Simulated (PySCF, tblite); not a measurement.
# Si25H34: electronic excitations, NMR shifts, part 1 of 2

What do calculations give for the electronic excitations, NMR shifts of Si25H34?

Programs: tblite 0.8.0 and PySCF 2.14.0, with routines of our own; each step states its level. All values are computed. Atoms count from 0.

## (1) The system as given

59 atoms, charge 0, multiplicity 1; geometry from: force field, distance geometry or constructed start.

## (2) Geometry optimisation with GFN2-xTB

What the job is given:

```
{"job": {"kind": "relax", "xc": "GFN2-xTB", "basis": "xTB"}, "charge": 0, "multiplicity": 1}
Si    -3.249700    -0.669200    -2.049700
Si    -3.257800    -0.664800     3.376000
Si    -3.249400    -3.385200     0.668400
Si    -0.539800    -0.663000     0.661200
Si    -1.897800    -2.026300    -0.687000
Si    -4.615600    -2.025600     2.022500
Si    -5.970000    -0.665700     0.664100
Si    -0.535700     2.050800    -2.046600
Si    -1.894100     0.688300    -3.406300
Si    -3.257400     2.047300     0.669000
Si    -1.898900     3.404700    -0.692500
Si    -1.899300     0.688400     2.025100
Si    -4.615700     0.691100    -0.685400
Si     2.178600    -0.668000    -2.050800
Si     2.174200    -0.662300     3.383100
Si     2.174500    -3.382300     0.673700
Si     4.892300    -0.665500     0.668300
Si     3.533100    -2.028500    -0.691400
Si     0.818100    -2.023300     2.027600
Si     4.894700     2.049000    -2.045400
Si     3.531900     0.694200    -3.404400
Si     2.175500     2.049600     0.667200
Si     3.537600     3.410500    -0.683800
Si     3.530000     0.686100     2.023600
Si     0.819200     0.693000    -0.689500
H     -4.092100    -1.499700    -2.877000
H     -2.422500    -1.496500     4.213600
H     -4.086600     0.164600     4.215500
H     -2.422600    -4.213900     1.496800
H     -4.084900    -4.213900    -0.160600
H     -1.061800    -2.855900    -1.522900
H     -5.445600    -2.855200     2.856700
H     -6.802500    -1.498700    -0.165900
H     -6.799400     0.162700     1.502500
H      0.293500     2.881300    -2.882800
H     -1.064900    -0.138800    -4.240200
H     -2.729000     1.521900    -4.241400
H     -4.085100     2.882000     1.496200
H     -2.727100     4.233400    -1.521900
H     -1.070200     4.240700     0.142200
H     -1.065500     1.519500     2.860300
H     -5.437800     1.516200    -1.518100
H      1.349900    -1.497800    -2.883100
H      3.010400    -1.499300     4.212500
H      1.341300     0.165700     4.216700
H      3.005900    -4.212700     1.495400
H      1.347400    -4.214200    -0.164600
H      5.723000    -1.496200     1.501100
H      6.013600    -0.027000     0.027600
H      4.367500    -2.855800    -1.519800
H     -0.013600    -2.863800     2.859600
H      5.729900     2.880800    -2.879800
H      6.011600     1.407800    -1.408100
H      4.362200    -0.142600    -4.240300
H      2.703500     1.520900    -4.235800
H      1.344500     2.882500     1.499400
H      2.709400     4.231600    -1.523700
H      4.368300     4.244900     0.140300
H      4.365700     1.521100     2.860500
```

Run with:

```console
$ OMP_NUM_THREADS=4 python large_run.py task.json out
```

One launch serves the whole session: the jobs run in the order shown.

What it wrote:

```text
step      E/eV     max force
  0   -1636.59035    1.303
  1   -1636.92766    0.625
  2   -1637.03983    0.416
  3   -1637.06515    0.388
  4   -1637.13689    0.352
  5   -1637.19811    0.398
  6   -1637.24818    0.279
  7   -1637.27102    0.266
  8   -1637.28979    0.233
  9   -1637.31198    0.215
 10   -1637.33043    0.236
 11   -1637.34362    0.225
 12   -1637.35527    0.185
 13   -1637.36714    0.201
 14   -1637.37765    0.190
 15   -1637.38438    0.128
 16   -1637.38780    0.106
 17   -1637.39038    0.096
 18   -1637.39334    0.092
 19   -1637.39640    0.112
 20   -1637.39938    0.134
 21   -1637.40226    0.119
 22   -1637.40488    0.070
 23   -1637.40692    0.074
 24   -1637.40854    0.082
 25   -1637.41018    0.092
 26   -1637.41214    0.087
 27   -1637.41425    0.074
 28   -1637.41610    0.069
 29   -1637.41764    0.065
 30   -1637.41914    0.069
 31   -1637.42077    0.086
 32   -1637.42226    0.076
 33   -1637.42332    0.055
 34   -1637.42405    0.050
 35   -1637.42471    0.058
 36   -1637.42538    0.059
 37   -1637.42603    0.061
 38   -1637.42663    0.060
 39   -1637.42723    0.042
 40   -1637.42790    0.050
 41   -1637.42864    0.049
 42   -1637.42940    0.062
 43   -1637.43015    0.063
 44   -1637.43081    0.045
 45   -1637.43130    0.041
 46   -1637.43163    0.036
 47   -1637.43191    0.042
 48   -1637.43225    0.049
 49   -1637.43271    0.049
 50   -1637.43323    0.038
 51   -1637.43368    0.034
 52   -1637.43402    0.031
 53   -1637.43430    0.035
 54   -1637.43459    0.032
 55   -1637.43490    0.040
 56   -1637.43523    0.033
 57   -1637.43555    0.028
 58   -1637.43586    0.034
 59   -1637.43615    0.030
 60   -1637.43645    0.037
 61   -1637.43677    0.029
 62   -1637.43708    0.029
 63   -1637.43735    0.027
 64   -1637.43758    0.030
 65   -1637.43783    0.034
 66   -1637.43815    0.031
 67   -1637.43849    0.033
 68   -1637.43877    0.024
 69   -1637.43896    0.022
 70   -1637.43913    0.024
 71   -1637.43932    0.022
 72   -1637.43954    0.027
 73   -1637.43976    0.024
 74   -1637.43995    0.022
 75   -1637.44013    0.019
```

It took 23 s on 4 threads of Arm Neoverse N1, shared host; peak memory 0.17 GiB.

Relaxation path:

| step | energy from step 0 (eV) | largest force (eV/Å) |
| --- | --- | --- |
| 0 | 0.0000 | 1.3036 |
| 1 | -0.3373 | 0.6243 |
| 2 | -0.4495 | 0.4166 |
| 3 | -0.4748 | 0.3878 |
| 4 | -0.5465 | 0.3523 |
| 5 | -0.6078 | 0.3988 |
| 6 | -0.6578 | 0.2792 |
| 7 | -0.6807 | 0.2655 |
| 8 | -0.6994 | 0.2330 |
| 13 | -0.7768 | 0.2000 |
| 19 | -0.8061 | 0.1109 |
| 25 | -0.8198 | 0.0920 |
| 30 | -0.8288 | 0.0688 |
| 36 | -0.8350 | 0.0597 |
| 42 | -0.8391 | 0.0614 |
| 48 | -0.8419 | 0.0497 |
| 53 | -0.8439 | 0.0356 |
| 59 | -0.8458 | 0.0301 |
| 65 | -0.8475 | 0.0341 |
| 71 | -0.8490 | 0.0226 |
| 72 | -0.8492 | 0.0264 |
| 73 | -0.8494 | 0.0242 |
| 74 | -0.8496 | 0.0226 |
| 75 | -0.8498 | 0.0194 |

Close pairs (by a distance rule), those that changed most:

| bond | before (Å) | after (Å) | change (Å) |
| --- | --- | --- | --- |
| Si3–Si24 | 2.347 | 2.404 | +0.056 |
| Si12–H41 | 1.432 | 1.475 | +0.044 |
| Si13–H42 | 1.438 | 1.479 | +0.041 |
| Si9–H37 | 1.437 | 1.478 | +0.040 |
| Si7–H34 | 1.441 | 1.480 | +0.039 |
| Si17–H49 | 1.438 | 1.476 | +0.039 |
| Si21–H55 | 1.441 | 1.479 | +0.038 |
| Si20–H54 | 1.436 | 1.473 | +0.037 |

The next job starts from the end point, and lists it.

## (3) Electronic excitations: TDDFT PBE0/6-31G*

What the job is given:

```
{"job": {"kind": "uv", "basis": "6-31G*", "grid": 1, "kgrid": 0, "vcut": 1.5, "nstates": 6, "ntriplets": 2, "tda": false, "delta": ["ip_vertical"], "pop": true, "xc": "PBE0"}, "charge": 0, "multiplicity": 1}
Si    -3.243472    -0.605171    -2.077399
Si    -3.294014    -0.681712     3.383903
Si    -3.293708    -3.384027     0.682183
Si    -0.531025    -0.685630     0.686544
Si    -1.977625    -2.003312    -0.663330
Si    -4.640919    -2.036950     2.037179
Si    -5.989497    -0.685972     0.684882
Si    -0.516556     2.018627    -2.018936
Si    -1.838811     0.693071    -3.412300
Si    -3.244425     2.076371     0.605167
Si    -1.839113     3.412704    -0.693902
Si    -1.978520     0.663229     2.003546
Si    -4.644130     0.666906    -0.668474
Si     2.362368    -0.653097    -1.992137
Si     2.162370    -0.661086     3.415760
Si     2.162747    -3.415170     0.662614
Si     4.935834    -0.837375     0.839475
Si     3.608170    -2.095948    -0.611253
Si     0.876690    -2.026143     2.027308
Si     4.757013     2.357548    -2.356969
Si     3.579293     0.688792    -3.455261
Si     2.361534     1.992881     0.654126
Si     3.579207     3.456331    -0.688266
Si     3.607670     0.612390     2.097730
Si     0.901490     0.678897    -0.678512
H     -4.116755    -1.445993    -2.921485
H     -2.441250    -1.493678     4.263967
H     -4.108208     0.096951     4.328467
H     -2.440829    -4.264228     1.494278
H     -4.107381    -4.329015    -0.097020
H     -1.072817    -2.810243    -1.504045
H     -5.501239    -2.884110     2.883804
H     -6.906097    -1.500828    -0.126000
H     -6.906570     0.124966     1.499242
H      0.385985     2.848842    -2.848274
H     -0.971130    -0.147469    -4.248556
H     -2.598726     1.480151    -4.395855
H     -4.118360     2.921181     1.445246
H     -2.600047     4.396016    -1.481073
H     -0.972205     4.249528     0.147552
H     -1.074063     1.504884     2.809821
H     -5.496075     1.518931    -1.520007
H      1.432245    -1.500473    -2.769442
H      2.872818    -1.410092     4.462677
H      1.258086     0.204388     4.182292
H      2.873994    -4.461597     1.411966
H      1.258824    -4.181518    -0.203789
H      5.693435    -1.727650     1.729468
H      5.985448    -0.111987     0.113933
H      4.472367    -2.946275    -1.453938
H     -0.034414    -2.850746     2.851442
H      5.362065     3.304405    -3.303408
H      5.929956     1.727858    -1.726945
H      4.458514    -0.108099    -4.324884
H      2.637091     1.317197    -4.397225
H      1.431223     2.770844     1.501004
H      2.636909     4.398939    -1.316158
H      4.458312     4.325563     0.109502
H      4.471190     1.455661     2.947611
```

With the program's defaults for keys left out, this is: TDDFT PBE0/6-31G*, vertical, gas phase, core orbitals frozen in the response, virtual orbitals cut by energy.

What it wrote:

```text
start: PBE on a coarse grid of 57918 points
cycle   1  E = -7254.3312268098  dE =  1.353e+00  |g| = 3.030e-01  |ddm| = 7.572e+00
cycle   2  E = -7254.3504683457  dE = -1.924e-02  |g| = 1.948e-01  |ddm| = 9.309e-01
cycle   3  E = -7254.3556138265  dE = -5.145e-03  |g| = 1.631e-01  |ddm| = 7.812e-01
cycle   4  E = -7254.3663260344  dE = -1.071e-02  |g| = 2.717e-02  |ddm| = 3.907e-01
cycle   5  E = -7254.3665438546  dE = -2.178e-04  |g| = 1.520e-02  |ddm| = 9.135e-02
cycle   6  E = -7254.3666342987  dE = -9.044e-05  |g| = 3.991e-03  |ddm| = 4.009e-02
final grid: 222737 points
cycle   7  E = -7254.6057733761  dE = -1.653e-02  |g| = 3.689e-02  |ddm| = 5.883e-01
cycle   8  E = -7254.6053230031  dE =  4.504e-04  |g| = 4.982e-02  |ddm| = 2.206e-01
cycle   9  E = -7254.6062776224  dE = -9.546e-04  |g| = 1.014e-02  |ddm| = 1.344e-01
cycle  10  E = -7254.6063046053  dE = -2.698e-05  |g| = 4.672e-03  |ddm| = 3.011e-02
cycle  11  E = -7254.6063187456  dE = -1.414e-05  |g| = 6.795e-04  |ddm| = 1.120e-02
cycle  12  E = -7254.6063198253  dE = -1.080e-06  |g| = 3.220e-04  |ddm| = 2.122e-03
cycle  13  E = -7254.6063157215  dE =  4.104e-06  |g| = 6.670e-05  |ddm| = 8.286e-04
converged SCF energy = -7254.6063157215
Vertical ionisation energy (delta-SCF) = 7.9759 eV   <S^2> = 0.754

Static polarisability (au): isotropic 675.997, principal 568.009 653.100 806.881

Singlet excitations
state   eV       nm        f      main configurations
  1   4.7025    263.7   0.00799   H-1->L 0.80, H->L+2 0.10
  2   4.7126    263.1   0.01839   H->L 0.76, H->L+1 0.20
  3   4.7392    261.6   0.04309   H->L+1 0.75, H->L 0.18
  4   4.7515    260.9   0.00133   H-1->L+1 0.84, H-1->L 0.09
  5   4.8340    256.5   0.00026   H->L+2 0.82
  6   4.8985    253.1   0.01152   H-2->L 0.54, H-1->L+2 0.34

Triplet excitations (Tamm-Dancoff, eV): 4.3425 4.4053
```

It took 8.9 min on 4 threads of Arm Neoverse N1, shared host; peak memory 3.5 GiB.

The orbitals next to the gap, with their largest atomic shares:

| orbital | eV | atoms |
| --- | --- | --- |
| HOMO−4 | -7.51 | Si4 7 %, Si11 7 %, Si18 7 % |
| HOMO−3 | -7.45 | Si7 8 %, Si9 6 %, Si0 6 % |
| HOMO−2 | -7.25 | Si3 13 %, Si24 11 %, Si18 9 % |
| HOMO−1 | -7.08 | Si24 14 %, Si3 12 %, Si21 11 % |
| HOMO | -7.03 | Si3 17 %, Si24 16 %, Si18 9 % |
| LUMO | -1.46 | Si24 15 %, Si3 13 %, Si11 5 % |
| LUMO+1 | -1.43 | Si3 12 %, Si24 11 %, Si18 8 % |
| LUMO+2 | -1.31 | Si3 11 %, Si24 9 %, Si4 8 % |
| LUMO+3 | -1.22 | Si13 6 %, Si21 6 %, Si11 6 % |

With each of the 6 states as a Gaussian band of 0.4 eV half-width at 1/e, the curve within the window shown has maxima at 261 nm (ε 3,300) L/(mol cm). Beyond the last state computed it falls off for lack of states. The curve at chosen wavelengths:

| nm | ε (L/mol/cm) |
| --- | --- |
| 238 | 992 |
| 241 | 1363 |
| 243 | 1633 |
| 246 | 2052 |
| 248 | 2325 |
| 251 | 2697 |
| 253 | 2905 |
| 256 | 3136 |
| 258 | 3229 |
| 261 | 3269 |
| 263 | 3232 |
| 266 | 3089 |
| 268 | 2945 |
| 271 | 2673 |
| 273 | 2466 |
| 276 | 2138 |
| 278 | 1916 |
| 281 | 1593 |
| 283 | 1391 |
| 286 | 1115 |
| 288 | 951 |
| 291 | 737 |
| 293 | 616 |
| 296 | 464 |
| 298 | 380 |
| 301 | 279 |

Ground-state properties from the same run:

| property | computed |
| --- | --- |
| dipole moment (D) | 0.05 |
| polarisability (Å³) | 100.17 |
| HOMO–LUMO gap (eV) | 5.57 |
| −ε(HOMO) (eV) | 7.03 |

(Continued in part 2 of 2.)
